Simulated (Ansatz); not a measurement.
# K: a relaxation

The task: find the equilibrium cell of K.

Method: DFT r2SCAN, scalar-relativistic, plane waves, PAW, in Ansatz 0.2.0.

### 1 Starting point

Symmetry: Cmcm, No. 63, orthorhombic system. The conventional cell has a = 4.876 Å, b = 8.095 Å, c = 7.812 Å, α = 90.00°, β = 90.00°, γ = 90.00°.

Structure file:

```xyz
2
Lattice="2.4380 -4.0476 0.0000 2.4380 4.0476 0.0000 0.0000 0.0000 7.8118" Properties=species:S:1:pos:R:3 pbc="T T T"
K     2.4380   -2.5954    1.9529
K     2.4380    2.5954    5.8588
```

The structure comes from the Materials Project (structure only).

(A quick probe on a coarse mesh, which set the mesh and smearing, is not shown.)

### 3 Full relaxation

File input.yaml:

```yaml
crystal:
  lattice:
    - [2.43796235, -4.04761045, 0.0]
    - [2.43796235, 4.04761045, 0.0]
    - [0.0, 0.0, 7.81179801]
  atoms:
    - { symbol: K, position: [0.82061302, 0.17938698, 0.25] }
    - { symbol: K, position: [0.17938698, 0.82061302, 0.75] }
basis:
  ecutwfc: 500
kpoints:
  mp_grid: { grid: [10, 10, 6] }
hamiltonian:
  xc: r2scan
scf:
  occupations: { method: gaussian, width: 0.1 }
output:
  forces: true
  stress: true
  eigenvalues: true
relax:
  adjacent_minimum: "off"
  f_tol: 0.005
  max_steps: 80
  cell: { stress_tol: 0.05 }
```

**Question.** What will these runs give? Wanted: relaxed cell; volume; gap on the mesh.

As calculated:

```
                   quantity                                                                      value
relaxed cell (conventional)  a = 4.876 Å, b = 8.095 Å, c = 7.812 Å, α = 90.00°, β = 90.00°, γ = 90.00°
       space group (0.01 Å)                                                              Cmcm (No. 63)
                     volume                                                              77.09 Å³/atom
            gap on the mesh                                                               none (metal)
```

In words: Relaxation left the volume within 0.5 % of the start.
